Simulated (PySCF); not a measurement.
# C5H10OSSi2: the cost of one run

Computed with PySCF 2.14.0 and routines of our own; the level stands in each step. Atoms count from 0.

### 1 The starting structure

19 atoms, charge 0, multiplicity 1; geometry from: GFN2-xTB.

### 2 Excited states: TDA B3LYP/def2-SVP

The job: settings as JSON, then the geometry in Å.

```
{"job": {"kind": "states", "xc": "B3LYP", "basis": "def2-SVP", "tda": true, "soc": true, "nstates": 8, "ntriplets": 5, "nquad": 4}, "charge": 0, "multiplicity": 1}
Si    -2.288349     1.178188     0.835477
O     -2.114913    -0.192370    -0.020043
Si    -1.487867    -1.460950    -0.794917
C      0.252658    -1.854114    -0.091944
C      1.056597    -0.616694     0.039147
C      1.669749     0.102339    -0.940383
C      2.309934     1.268370    -0.461989
C      2.169182     1.429813     0.876017
S      1.254310     0.151811     1.581527
H     -1.282096     2.133796     0.375603
H     -2.110632     0.826548     2.241784
H     -3.648840     1.615474     0.531950
H     -2.393363    -2.578070    -0.540784
H     -1.384467    -1.075895    -2.201523
H      0.162706    -2.335186     0.882328
H      0.760576    -2.554949    -0.755878
H      1.669035    -0.196701    -1.973693
H      2.851594     1.952482    -1.091024
H      2.544383     2.215360     1.500884
```

Method: TDA B3LYP/def2-SVP excited states, vertical, gas phase, spin-orbit mean-field couplings.

The run is started by

```console
$ OMP_NUM_THREADS=1 python excited_run.py task.json out
```

This one command runs all jobs of the session in turn.

**Question.** How long does this job take on 1 thread of Arm Neoverse N1, shared host, and how much memory does it need?

About 92 s, with a peak of 0.86 GiB.
